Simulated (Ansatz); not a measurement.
# MgZnTe2: the band gap up the ladder of functionals

An exercise on one series of results from a longer session: the logs are not shown, and one member is left open.

Code: Ansatz 0.2.0. PAW datasets, plane waves. All values are calculated for a non-magnetic cell, which may be hypothetical.

### Starting point

The cell was relaxed beforehand with r2SCAN.

The symmetry is P-4m2 (No. 115, tetragonal); conventional cell a = 4.433 Å, c = 6.342 Å, 31.15 Å³ an atom. Near Mg stand 4 Te at 2.78 Å; near Te stand 2 Zn at 2.67 Å and 2 Mg at 2.78 Å; near Zn stand 4 Te at 2.67 Å.

As a file:

Space group P-4m2 (No. 115). a = 4.433 Å, b = 4.433 Å, c = 6.342 Å, α = 90.00°, β = 90.00°, γ = 90.00°
| atom | site | symmetry | x | y | z |
| --- | --- | --- | --- | --- | --- |
| Mg | 1a | -4m2 | 0.0000 | 0.0000 | 0.0000 |
| Te | 2g | 2mm. | 0.0000 | 0.5000 | 0.2649 |
| Zn | 1c | -4m2 | 0.5000 | 0.5000 | 0.5000 |

The first run:

input.yaml

```yaml
crystal:
  lattice:
    - [4.4327149037, 0.0, 0.0]
    - [0.0, 4.4327149037, 0.0]
    - [0.0, 0.0, 6.3419944609]
  atoms:
    - { symbol: Mg, position: [0.0, 0.0, 0.0] }
    - { symbol: Te, position: [0.0, 0.5, 0.2649432007] }
    - { symbol: Zn, position: [0.5, 0.5, 0.5] }
    - { symbol: Te, position: [0.5, 0.0, 0.7350567993] }
kpoints:
  mp_grid: { grid: [6, 6, 4] }
  band_path:
    path:
      - [[0.0, 0.0, 0.0], [-3.188114806977e-51, 0.5, -2.297842313871e-67], [0.5, 0.5, 9.928776424732e-34], [0.0, 0.0, 0.0], [1.013272214896e-50, 5.455551889888e-84, 0.5], [3.735727993026e-50, 0.5, 0.5], [0.5, 0.5, 0.5], [1.013272214896e-50, 5.455551889888e-84, 0.5]]
      - [[-3.188114806977e-51, 0.5, -2.297842313871e-67], [3.735727993026e-50, 0.5, 0.5]]
      - [[0.5, 0.5, 9.928776424732e-34], [0.5, 0.5, 0.5]]
    npoints: 10
hamiltonian:
  xc: pbe
scf:
  occupations: { method: fermi_dirac, width: 0.02 }
  n_extra_bands: 5
output:
  forces: true
  stress: true
  eigenvalues: true
```

Run with:

```
$ ansatz run input.yaml --threads 2 --pin off --max-ram 2211MiB --backend cpu --events-out ev --progress --plain --runs-dir out
```

Steps of the session up to this table: PBE bands along the symmetry lines; r2SCAN; HSE06; PBE+SOC at the same geometry; Quasiparticle levels, G0W0@PBE; PBE0 at the same geometry.

One of the session's tables, all rows but one given; the rest of the session is left out.

```
                     level  gap (eV)
                       PBE         ?
                    r2SCAN      2.10
                     HSE06      2.50
                   PBE+SOC      1.30
G0W0@PBE (371 empty bands)      2.56
                      PBE0      3.14
```

Q: Estimate the row for PBE from the others.

**Answer.** gap (eV): 1.57. In the column «gap (eV)» it lies between PBE+SOC (1.30) and r2SCAN (2.10).

Meshes: PBE 6×6×4, r2SCAN 6×6×4, HSE06 4×4×4, PBE+SOC 6×6×4, PBE0 4×4×4

What this shows: PBE+SOC gives the least gap, 1.30 eV, and PBE0 the largest, 3.14 eV. Against G0W0@PBE, PBE is short by 0.99 eV, at 61 % of it, and r2SCAN 82 %. PBE0 lies 0.64 eV above HSE06, which differs from it by screening the long-range exchange. G0W0 here is at a finite number of bands, screening cutoff and k mesh, not at the basis limit.

Caveats from the session: Warnings in the runs' records: stress exchange threshold loose, stress scf threshold loose.
